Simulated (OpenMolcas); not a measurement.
# Os⁵⁺ among point charges: CASSCF and CASPT2 levels and susceptibility

Aim: the splitting of the states of Os⁵⁺ in the field of 6 point charges, its lowest levels with spin-orbit coupling and its magnetic susceptibility.

The numbers are computed with OpenMolcas 26.06 (state-averaged CASSCF and CASPT2, spin-orbit coupling by RASSI with atomic mean-field integrals), except any that are marked as measured or tabulated.

## (1) What is computed

```
Species                           : Os⁵⁺ (osmium, Z = 76, 71 electrons)
Basis                             : ANO-RCC-VTZP [8s7p5d3f2g1h], 104 functions
Scalar Hamiltonian                : DKH2, point nucleus
Inactive shells                   : 1s 2s 2p 3s 3p 3d 4s 4p 4d 4f 5s 5p
Active space                      : 3 electrons in 5 orbitals (5d)
Some configurations of this space : 5d³
Orbitals                          : optimised for each spin and parity, averaged over all roots
```

The outer shells:

5d3
```
5d [↑ ][↑ ][↑ ][  ][  ]
```

The ion sits among 6 point charges of -1.7 e arranged as an octahedron (Oh), 1.92 Å from the ion.

Each step is its own input file, run in one work folder so that later steps find the files of earlier ones. Labels, J, g values, rates, χT and fits are worked out afterwards by a script from the matrices that RASSI stores. The input lists half of the charges; inversion (Group=XYZ) makes the rest.

## (2) Basis and integrals

The input, a.inp:

```
&GATEWAY
Coord
1

Os 0.0 0.0 0.0
Basis=ANO-RCC-VTZP
Group=XYZ
NoMove
AngMom=0.0 0.0 0.0
AMFI
XField
3 Angstrom 0
1.920000 0.000000 0.000000 -1.700000
0.000000 1.920000 0.000000 -1.700000
0.000000 0.000000 1.920000 -1.700000
&SEWARD
```

Command:

```
$ OMP_NUM_THREADS=1 MOLCAS_MEM=1689 MOLCAS_PROJECT=a pymolcas a.inp > a.log
```

Standard output:

```text
Basis set label: OS.ANO-RCC...8S7P5D3F2G1H.

      Electronic valence basis set:
      ------------------
      Associated Effective Charge  76.000000 au
      Associated Actual Charge     76.000000 au
      Nuclear Model: Point charge

      Shell  nPrim  nBasis  Cartesian Spherical Contaminant
         s      24       8        X
         p      21       7        X
         d      15       5                 X
         f      11       3                 X
         g       4       2                 X
         h       2       1                 X
                  Relativistic Douglas-Kroll-Hess integrals:
                    - DKH order of Hamiltonian: 2
                    - DKH order of Properties : 0
                  Atomic mean-field integrals
```

## (3) CASSCF: quartets of even parity, 10 roots

The input, a.inp:

```
&RASSCF
FileOrb=start.orb
Symmetry=1
Spin=4
nActEl=3 0 0
Inactive=15 19
Ras2=5 0
CIRoot=10 10 1
SDav=10
CIMx=300
Iter=120 100
PrWF=0.3
OrbListing=Nothing
MaxOrb=0
>>> COPY $Project.JobIph JOB001
```

start.orb holds the contracted functions of the basis, ordered by shell, or the orbitals of the step before.

Standard output, cut to the lines that bear on the results:

```text
[...]
      Number of active orbitals                  5
[...]
      Spin quantum number                      1.5
[...]
      Active orbitals                            5   0
[...]
      Number of CSFs                            10
      Number of root(s) required                10
[...]
      Convergence after  9 iterations
[...]
      Natural orbitals and occupation numbers for root  1
      sym 1:   1.000000   1.000000   0.000000   1.000000  -0.000000
      Natural orbitals and occupation numbers for root  2
      sym 1:   0.735456   1.000000   0.264544   0.264544   0.735456
      Natural orbitals and occupation numbers for root  3
      sym 1:   0.234270   1.000000   0.234270   0.765730   0.765730
::    RASSCF root number  1 Total energy: -17246.38775204
::    RASSCF root number  2 Total energy: -17246.34372598
::    RASSCF root number  3 Total energy: -17246.34372598
[...]
::    RASSCF root number  7 Total energy: -17246.31584327
::    RASSCF root number  8 Total energy: -17246.26531331
::    RASSCF root number  9 Total energy: -17246.26531331
::    RASSCF root number 10 Total energy: -17246.26531331
```

## (4) Reference wave functions, doublets of even parity, 40 roots

The input, a.inp:

```
&RASSCF
FileOrb=start.orb
Symmetry=1
Spin=2
nActEl=3 0 0
Inactive=15 19
Ras2=5 0
CIRoot=40 40 1
SDav=40
CIMx=300
Iter=120 100
PrWF=0.3
OrbListing=Nothing
MaxOrb=0
>>> COPY $Project.JobIph JOB002
```

Command:

```
$ OMP_NUM_THREADS=1 MOLCAS_MEM=1689 MOLCAS_PROJECT=a pymolcas a.inp > a.log
```

Standard output, cut to the lines that bear on the results:

```text
[...]
      Number of active orbitals                  5
[...]
      Spin quantum number                      0.5
[...]
      Active orbitals                            5   0
[...]
      Number of CSFs                            40
      Number of root(s) required                40
[...]
      Convergence after  7 iterations
[...]
      Natural orbitals and occupation numbers for root  1
      sym 1:   0.941458   1.002860   0.052895   0.983416   0.019370
      Natural orbitals and occupation numbers for root  2
      sym 1:   1.010365   0.948963   0.019370   0.968407   0.052895
      Natural orbitals and occupation numbers for root  3
      sym 1:   0.957537   0.977660   0.036143   0.997968   0.030692
::    RASSCF root number  1 Total energy: -17246.30921077
::    RASSCF root number  2 Total energy: -17246.30921077
::    RASSCF root number  3 Total energy: -17246.30640277
[...]
::    RASSCF root number 27 Total energy: -17246.19595032
::    RASSCF root number 28 Total energy: -17246.18976251
::    RASSCF root number 29 Total energy: -17246.18976251
::    RASSCF root number 30 Total energy: -17246.18976251
```

## (5) RASSI: spin-orbit coupling between the states

The input, a.inp:

```
&RASSI
NrOfJobIphs=2 10 40
1 2 3 4 5 6 7 8 9 10
1 2 3 4 5 6 7 8 9 10 11 12 13 14 15 16 17 18 19 20 21 22 23 24 25 26 27
28 29 30 31 32 33 34 35 36 37 38 39 40
IphNames
JOB001
JOB002
EJob
SpinOrbit
DIPRint=1.0
SOCoupling=1000.0
Subsets=2
Property=9
'ANGMOM' 1 'ANGMOM' 2 'ANGMOM' 3 'MLTPL  1' 1 'MLTPL  1' 2 'MLTPL  1' 3
'AMFI' 1 'AMFI' 2 'AMFI' 3
SOProperty=3
'ANGMOM' 1 'ANGMOM' 2 'ANGMOM' 3
```

Standard output, cut to the lines that bear on the results:

```text
SPIN-FREE ENERGIES:
  (Shifted by EMIN (a.u.) =     -17246.3877520404)
 SF State       Relative EMIN(au)   Rel lowest level(eV)    D:o, cm**(-1)      L_eff
     1             0.0000000000        0.0000000000              0.0000         3.0
     2             0.0440260643        1.1980102409           9662.6042         3.0
     3             0.0440260643        1.1980102409           9662.6042         3.0
     4             0.0440260643        1.1980102409           9662.6042         3.0
     5             0.0719087666        1.9567372230          15782.1500         2.8
     6             0.0719087666        1.9567372230          15782.1500         2.8
     7             0.0719087666        1.9567372230          15782.1500         2.8
    11             0.0785412674        2.1372167629          17237.8157         4.0
    12             0.0785412674        2.1372167629          17237.8157         4.0
    13             0.0813492744        2.2136265265          17854.1020         4.0
[...]
Eigenvalues of complex Hamiltonian:
   -----------------------------------
  (Shifted by EMIN (a.u.) =     -17246.3877520404)
 SO State       Relative EMIN(au)   Rel lowest level(eV)    D:o, cm**(-1)     J-value
     1            -0.0266330816        0.0000000001              0.0000         1.8
     2            -0.0266330816        0.0000000000              0.0000         1.7
     3            -0.0266330816        0.0000000000              0.0000         1.7
     4            -0.0266330816        0.0000000001              0.0000         1.8
     5             0.0133265835        1.0873578830           8770.1328         2.3
     6             0.0133265835        1.0873578828           8770.1328         2.0
     7             0.0133265835        1.0873578830           8770.1328         2.3
     8             0.0133265835        1.0873578828           8770.1328         2.0
     9             0.0244037602        1.3887832162          11201.2920         2.2
    10             0.0244037602        1.3887832162          11201.2920         2.2
    11             0.0367602743        1.7250210943          13913.2334         2.9
[...]
```

Time for these steps: 15 s (1 thread of AMD EPYC 7R13 (Zen 3), shared host).

Spin-free states, with their symmetry labels:

```tsv
state	degeneracy	E (cm-1)	free-ion L (%)
4A2	1	0	F (100)
4T2	3	9663	F (100)
4T1	3	15782	F (85)
2E	2	17238	G (68)
2T1	3	17854	G (50)
2T2	3	23531	D (42)
2A1	1	24396	G (100)
4T1	3	26872	P (85)
2T2	3	27150	G (54)
2T1	3	27917	H (54)
2E	2	29812	D (50)
2T1	3	32771	P (48)
2T1	3	37425	H (74)
2T2	3	37735	D (60)
2A2	1	42096	F (100)
2T2	3	43454	F (84)
2E	2	43938	D (41)
2T1	3	48159	F (86)
2E	2	64925	D (94)
2T2	3	66971	D (92)
```

With spin-orbit coupling:

```json
{"E (cm-1)": "0.0", "Degeneracy": "4", "Label": "Γ8", "2S+1": "4", "g": ""}
{"E (cm-1)": "8770", "Degeneracy": "4", "Label": "Γ8", "2S+1": "4", "g": ""}
{"E (cm-1)": "11201", "Degeneracy": "2", "Label": "Γ7", "2S+1": "4", "g": "0.39 0.39 0.39"}
{"E (cm-1)": "13913", "Degeneracy": "4", "Label": "Γ8", "2S+1": "4", "g": ""}
{"E (cm-1)": "14071", "Degeneracy": "2", "Label": "Γ6", "2S+1": "4", "g": "2.69 2.69 2.69"}
{"E (cm-1)": "15713", "Degeneracy": "4", "Label": "Γ8", "2S+1": "2", "g": ""}
{"E (cm-1)": "17530", "Degeneracy": "2", "Label": "Γ7", "2S+1": "4", "g": "1.44 1.44 1.44"}
{"E (cm-1)": "18102", "Degeneracy": "4", "Label": "Γ8", "2S+1": "2", "g": ""}
{"E (cm-1)": "20341", "Degeneracy": "2", "Label": "Γ6", "2S+1": "4", "g": "2.03 2.03 2.03"}
{"E (cm-1)": "21620", "Degeneracy": "2", "Label": "Γ6", "2S+1": "2", "g": "2.50 2.50 2.50"}
{"E (cm-1)": "22977", "Degeneracy": "4", "Label": "Γ8", "2S+1": "2", "g": ""}
{"E (cm-1)": "26519", "Degeneracy": "4", "Label": "Γ8", "2S+1": "4", "g": ""}
{"E (cm-1)": "27117", "Degeneracy": "4", "Label": "Γ8", "2S+1": "4", "g": ""}
{"E (cm-1)": "27831", "Degeneracy": "2", "Label": "Γ6", "2S+1": "2", "g": "0.04 0.04 0.04"}
{"E (cm-1)": "30118", "Degeneracy": "2", "Label": "Γ7", "2S+1": "2", "g": "1.81 1.81 1.81"}
{"E (cm-1)": "30511", "Degeneracy": "4", "Label": "Γ8", "2S+1": "2", "g": ""}
{"E (cm-1)": "31433", "Degeneracy": "2", "Label": "Γ7", "2S+1": "4", "g": "2.37 2.37 2.37"}
{"E (cm-1)": "32286", "Degeneracy": "4", "Label": "Γ8", "2S+1": "4", "g": ""}
{"E (cm-1)": "32301", "Degeneracy": "2", "Label": "Γ6", "2S+1": "2", "g": "2.94 2.94 2.94"}
{"E (cm-1)": "34062", "Degeneracy": "4", "Label": "Γ8", "2S+1": "2", "g": ""}
{"E (cm-1)": "34964", "Degeneracy": "2", "Label": "Γ6", "2S+1": "2", "g": "1.83 1.83 1.83"}
{"E (cm-1)": "35501", "Degeneracy": "2", "Label": "Γ7", "2S+1": "2", "g": "3.10 3.10 3.10"}
{"E (cm-1)": "38129", "Degeneracy": "4", "Label": "Γ8", "2S+1": "2", "g": ""}
{"E (cm-1)": "39237", "Degeneracy": "4", "Label": "Γ8", "2S+1": "2", "g": ""}
```

Principal g values are given for doublets only; a zero marks a field direction without first-order Zeeman splitting.

Powder χT (cm³ K/mol): 0.24 at 2 K, 0.24 at 5 K, 0.25 at 10 K, 0.25 at 20 K, 0.25 at 50 K, 0.26 at 100 K, 0.26 at 150 K, 0.27 at 200 K, 0.28 at 250 K, 0.28 at 300 K.

A ligand-field fit to the states below 45000 cm-1 gives 10Dq = 9884 cm-1, B = 895 cm-1 and C = 3749 cm-1 (C/B = 4.19), with a deviation of 110 cm-1.

## (6) CASPT2: IPEA 0.25, imaginary shift 0.1 (closed shells correlated: 5s 5p)

The input, a.inp:

```
>>> COPY JOB001 $Project.JobIph
&CASPT2
Multistate=10 1 2 3 4 5 6 7 8 9 10
NoMult
Frozen=14 16
IPEA=0.25
Imaginary=0.1
MaxIter=60
WThr=0.0 0.3 0.05
PrWF=0.5
NoMix
>>> COPY JOB002 $Project.JobIph
&CASPT2
Multistate=40 1 2 3 4 5 6 7 8 9 10 11 12 13 14 15 16 17 18 19 20 21 22
23 24 25 26 27 28 29 30 31 32 33 34 35 36 37 38 39 40
NoMult
Frozen=14 16
IPEA=0.25
Imaginary=0.1
MaxIter=60
WThr=0.0 0.3 0.05
PrWF=0.5
NoMix
```

Standard output:

```text
Orbital specifications:
      -----------------------

      Symmetry species                           1   2
                                                ag  au
      Frozen orbitals                           14  16
      Inactive orbitals                          1   3
      Active orbitals                            5   0
      Secondary orbitals                        31  34
      Deleted orbitals                           0   0
      Number of basis functions                 51  53
Type of calculation                        SS-CASPT2
      Fock operator                              state-specific
      IPEA shift                                 0.25
      Real shift                                 0.00
      Imaginary shift                            0.10
      The input orbitals will be transformed to quasi-canonical
Reference energy:      -17246.3877520404
      E2 (Non-variational):      -0.2424756576
      Shift correction:          -0.0000633227
      E2 (Variational):          -0.2425389803
      Total energy:          -17246.6302910207
      Residual norm:              0.0000006106
      Reference weight:           0.96586
      Contributions to the CASPT2 correlation energy
      Active & Virtual Only:         -0.0137260319
      One Inactive Excited:          -0.1079319852
      Two Inactive Excited:          -0.1208176405
Reference energy:      -17246.3437259760
      E2 (Non-variational):      -0.2443798870
      Shift correction:          -0.0000657828
      E2 (Variational):          -0.2444456698
      Total energy:          -17246.5881716459
      Residual norm:              0.0000000246
      Reference weight:           0.96520
      Contributions to the CASPT2 correlation energy
      Active & Virtual Only:         -0.0141534658
      One Inactive Excited:          -0.1092973817
      Two Inactive Excited:          -0.1209290395
::    CASPT2 Root  1     Total energy: -17246.63029102
::    CASPT2 Root  2     Total energy: -17246.58817165
::    CASPT2 Root  3     Total energy: -17246.58804624
::    CASPT2 Root  4     Total energy: -17246.58677397
::    CASPT2 Root  5     Total energy: -17246.56195614
::    CASPT2 Root  6     Total energy: -17246.56198043
::    CASPT2 Root  7     Total energy: -17246.56195787
::    CASPT2 Root  8     Total energy: -17246.51627181
::    CASPT2 Root  9     Total energy: -17246.51598833
::    CASPT2 Root 10     Total energy: -17246.51637396
Orbital specifications:
      -----------------------

      Symmetry species                           1   2
                                                ag  au
      Frozen orbitals                           14  16
      Inactive orbitals                          1   3
      Active orbitals                            5   0
      Secondary orbitals                        31  34
      Deleted orbitals                           0   0
      Number of basis functions                 51  53
Type of calculation                        SS-CASPT2
      Fock operator                              state-specific
      IPEA shift                                 0.25
      Real shift                                 0.00
      Imaginary shift                            0.10
      The input orbitals will be transformed to quasi-canonical
Reference energy:      -17246.3092107730
      E2 (Non-variational):      -0.2532907585
      Shift correction:          -0.0000903690
      E2 (Variational):          -0.2533811275
      Total energy:          -17246.5625919005
      Residual norm:              0.0000004879
      Reference weight:           0.96209
      Contributions to the CASPT2 correlation energy
      Active & Virtual Only:         -0.0222005794
      One Inactive Excited:          -0.1089301614
      Two Inactive Excited:          -0.1221600177
Reference energy:      -17246.3092107730
      E2 (Non-variational):      -0.2530996785
      Shift correction:          -0.0000905536
      E2 (Variational):          -0.2531902321
      Total energy:          -17246.5624010051
      Residual norm:              0.0000005094
      Reference weight:           0.96215
      Contributions to the CASPT2 correlation energy
      Active & Virtual Only:         -0.0222084856
      One Inactive Excited:          -0.1087314501
      Two Inactive Excited:          -0.1221597428
::    CASPT2 Root  1     Total energy: -17246.56259190
::    CASPT2 Root  2     Total energy: -17246.56240101
::    CASPT2 Root  3     Total energy: -17246.56060783
::    CASPT2 Root  4     Total energy: -17246.56058335
::    CASPT2 Root  5     Total energy: -17246.56068104
::    CASPT2 Root  6     Total energy: -17246.53704036
::    CASPT2 Root  7     Total energy: -17246.53703324
::    CASPT2 Root  8     Total energy: -17246.53705680
::    CASPT2 Root  9     Total energy: -17246.53120134
::    CASPT2 Root 10     Total energy: -17246.51734118
::    CASPT2 Root 11     Total energy: -17246.51789029
::    CASPT2 Root 12     Total energy: -17246.51788268
::    CASPT2 Root 13     Total energy: -17246.51693934
::    CASPT2 Root 14     Total energy: -17246.51683689
::    CASPT2 Root 15     Total energy: -17246.51585929
::    CASPT2 Root 16     Total energy: -17246.50853958
::    CASPT2 Root 17     Total energy: -17246.50876604
::    CASPT2 Root 18     Total energy: -17246.49823365
::    CASPT2 Root 19     Total energy: -17246.49831565
::    CASPT2 Root 20     Total energy: -17246.49836000
::    CASPT2 Root 21     Total energy: -17246.46968257
::    CASPT2 Root 22     Total energy: -17246.46979069
::    CASPT2 Root 23     Total energy: -17246.46981892
::    CASPT2 Root 24     Total energy: -17246.47183996
::    CASPT2 Root 25     Total energy: -17246.47130714
::    CASPT2 Root 26     Total energy: -17246.47214798
::    CASPT2 Root 27     Total energy: -17246.46153319
::    CASPT2 Root 28     Total energy: -17246.45477139
::    CASPT2 Root 29     Total energy: -17246.45472357
::    CASPT2 Root 30     Total energy: -17246.45471520
```

This run took 16 s in all on 1 thread of AMD EPYC 7R13 (Zen 3), shared host.

SS-CASPT2: lowest energy less the reference's lowest, -0.2425 hartree; reference weights 0.957 to 0.966.

Spin-free states, with their symmetry labels:

```tsv
state	degeneracy	E (cm-1)	free-ion L (%)
4A2	1	0	F (100)
4T2	3	9356	F (100)
2E	2	14879	G (68)
4T1	3	14996	F (85)
2T1	3	15290	G (50)
2T2	3	20465	D (42)
2A1	1	21748	G (100)
2T2	3	24710	G (54)
2T1	3	24964	H (54)
4T1	3	25038	P (85)
2E	2	26697	D (50)
2T1	3	28968	P (48)
2T2	3	34792	D (60)
2T1	3	35232	H (74)
2A2	1	37038	F (100)
2T2	3	38530	F (84)
2E	2	41067	D (41)
2T1	3	43454	F (86)
2E	2	58435	D (94)
2T2	3	60903	D (92)
```

With spin-orbit coupling:

| E (cm-1) | Degeneracy | Label | 2S+1 | g |
| --- | --- | --- | --- | --- |
| 0 | 4 | Γ8 | 4 |  |
| 8390 | 4 | Γ8 | 4 |  |
| 11120 | 2 | Γ7 | 4 | 0.17 0.17 0.17 |
| 13590 | 4 | Γ8 | 4 |  |
| 13650 | 2 | Γ6 | 4 | 2.54 2.54 2.54 |
| 14400 | 4 | Γ8 | 4 |  |
| 16790 | 4 | Γ8 | 2 |  |
| 16890 | 2 | Γ7 | 4 | 1.68 1.68 1.68 |
| 19070 | 2 | Γ6 | 4 | 1.00 1.00 1.00 |
| 20070 | 2 | Γ6 | 2 | 3.39 3.39 3.39 |
| 21430 | 4 | Γ8 | 2 |  |
| 25130 | 4 | Γ8 | 4 |  |
| 25950 | 4 | Γ8 | 4 |  |
| 25960 | 2 | Γ6 | 2 | 0.42 0.42 0.42 |
| 28010 | 2 | Γ7 | 2 | 1.55 1.55 1.55 |
| 28680 | 4 | Γ8 | 2 |  |
| 29490 | 2 | Γ7 | 2 | 2.12 2.12 2.12 |
| 30260 | 2 | Γ6 | 2 | 3.12 3.12 3.12 |
| 30590 | 4 | Γ8 | 4 |  |
| 32160 | 4 | Γ8 | 2 |  |
| 32830 | 2 | Γ6 | 2 | 1.68 1.68 1.68 |
| 33650 | 2 | Γ7 | 2 | 3.02 3.02 3.02 |
| 35860 | 4 | Γ8 | 2 |  |
| 36850 | 4 | Γ8 | 2 |  |

Powder χT (cm³ K/mol): 0.20 at 2 K, 0.21 at 5 K, 0.21 at 10 K, 0.21 at 20 K, 0.21 at 50 K, 0.22 at 100 K, 0.22 at 150 K, 0.23 at 200 K, 0.24 at 250 K, 0.24 at 300 K.

## (7) The methods side by side

A. CASSCF
B. SS-CASPT2, IPEA 0.25, imaginary shift 0.1 (closed shells correlated: 5s 5p)

```tsv
method	ground state	first state of that spin (cm-1)	first gap with spin-orbit (cm-1)	χT at 300 K
A	4A2	4T2 9663	8770.1	0.28
B	4A2	4T2 9356	8392.5	0.24
```

## (8) Outcome

| quantity | value |
| --- | --- |
| method | SS-CASPT2, IPEA 0.25, imaginary shift 0.1 (closed shells correlated: 5s 5p) |
| spin-free ground state | 4A2, 1-fold in its orbital part |
| first state of the same spin within the active space | 4T2 at 9360 cm⁻¹ |
| lowest level | 4-fold Γ8 |
| next level | 8392.5 cm⁻¹ |
| χT at 300 K | 0.24 cm³ K/mol |
| effective moment at 300 K | 1.40 μB |

Cost by method:

```tsv
method	time of its own steps	time with the reference
A. CASSCF	15 s	15 s
B. SS-CASPT2, IPEA 0.25, imaginary shift 0.1, +5s 5p	16 s	31 s
```

Times are of one thread on a shared host.

What this shows: The spin-free ground state (4A2) comes to 100 % from free-ion F terms and keeps the highest spin of the shell. χT at 300 K is 0.24, against 1.88 cm³ K/mol for the spin alone, so spin-orbit coupling lowers it. CASPT2 does not keep the components of a term degenerate, and the means are used. The field of point charges can differ much from that of real complexes. This is an electrostatic model: the charges have no orbitals.
